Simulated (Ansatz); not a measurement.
# Si₂H₄ClOF: small, medium and large basis sets

Aim: see how fast density functionals converge with the basis set for Si₂H₄ClOF.

Program: Ansatz 0.2.0, Gaussian basis. Level of theory: one geometry, several basis sets. These are calculated values, not measurements.

The runs, in order: PBE0-D4/def2-SVP; ωB97M-V/def2-SVP; PBE0-D4/def2-QZVPP; ωB97M-V/def2-QZVPP; the functionals' def2-TZVPP values are taken from earlier runs.

## Step 1: The geometry

All runs share one geometry, relaxed beforehand with PBE0-D4 in a triple-zeta def2 set.

SMILES `F[SiH2]O[SiH2]Cl`, 9 atoms, charge 0, spin multiplicity 1.

Atoms are counted from 1 here; the program's logs count them from 0.

Bond lengths: F1–Si2 1.592 Å, Si2–O3 1.624 Å, Si2–H6 1.477 Å, Si2–H7 1.475 Å, O3–Si4 1.626 Å, Si4–Cl5 2.050 Å, Si4–H8 1.477 Å, Si4–H9 1.476 Å. Angles: F1–Si2–O3 109.1°, F1–Si2–H6 107.6°, F1–Si2–H7 108.0°, O3–Si2–H6 110.4°, O3–Si2–H7 108.0°, H6–Si2–H7 113.6°, Si2–O3–Si4 148.3°, O3–Si4–Cl5 109.9°, O3–Si4–H8 110.0°, O3–Si4–H9 108.5°, Cl5–Si4–H8 107.8°, Cl5–Si4–H9 108.1°, H8–Si4–H9 112.6°.

Coordinates:

| atom | x (Å) | y (Å) | z (Å) |
| --- | --- | --- | --- |
| F1 | -1.9499 | -0.0929 | -1.4277 |
| Si2 | -0.6746 | -0.9653 | -1.0421 |
| O3 | -0.0599 | -0.4192 | 0.3589 |
| Si4 | 0.6464 | 0.7927 | 1.1808 |
| Cl5 | 1.7637 | 1.9439 | -0.0947 |
| H6 | 0.3130 | -0.8189 | -2.1305 |
| H7 | -1.1209 | -2.3560 | -0.8330 |
| H8 | -0.3847 | 1.6602 | 1.7847 |
| H9 | 1.5555 | 0.2094 | 2.1864 |

## Step 2: PBE0-D4 in def2-SVP

Input file in.yaml:

```yaml
crystal:
  periodic: [false, false, false]
  atoms:
    - {symbol: F, position_ang: [-1.949893, -0.092932, -1.427657]}
    - {symbol: Si, position_ang: [-0.674619, -0.965297, -1.042059]}
    - {symbol: O, position_ang: [-0.059854, -0.419236, 0.358930]}
    - {symbol: Si, position_ang: [0.646356, 0.792703, 1.180760]}
    - {symbol: Cl, position_ang: [1.763743, 1.943881, -0.094663]}
    - {symbol: H, position_ang: [0.312972, -0.818905, -2.130468]}
    - {symbol: H, position_ang: [-1.120909, -2.356005, -0.833046]}
    - {symbol: H, position_ang: [-0.384674, 1.660200, 1.784714]}
    - {symbol: H, position_ang: [1.555480, 0.209391, 2.186390]}
basis:
  gaussian: {orbitals: def2-SVP}
hamiltonian: {xc: pbe0, dispersion: d4}
output: {orbitals: {seedname: orbitals}}
```

Run with:

```bash
$ ansatz run in.yaml --threads 4 --pin off --events-out ev --progress --plain --max-ram 10444MiB
```

Further steps of the session: ωB97M-V in def2-SVP; PBE0-D4 in def2-QZVPP; ωB97M-V in def2-QZVPP.

Q: Predict the results of all the runs planned. Wanted: PBE0-D4: double and triple zeta above quadruple; ωB97M-V: double and triple zeta above quadruple.

The runs gave:

| quantity | value |
| --- | --- |
| PBE0-D4: double and triple zeta above quadruple | 17.60, 1.22 eV |
| ωB97M-V: double and triple zeta above quadruple | 17.60, 1.13 eV |

What this shows: For PBE0-D4 the step from double to triple zeta gains 16.38 eV and the next only 1.22 eV. Total energies overstate the basis error of differences, where much of it tends to cancel. The LUMO of ωB97M-V is positive and keeps falling with the basis (2.66 to 1.49 eV): an unbound level that the basis holds in place.
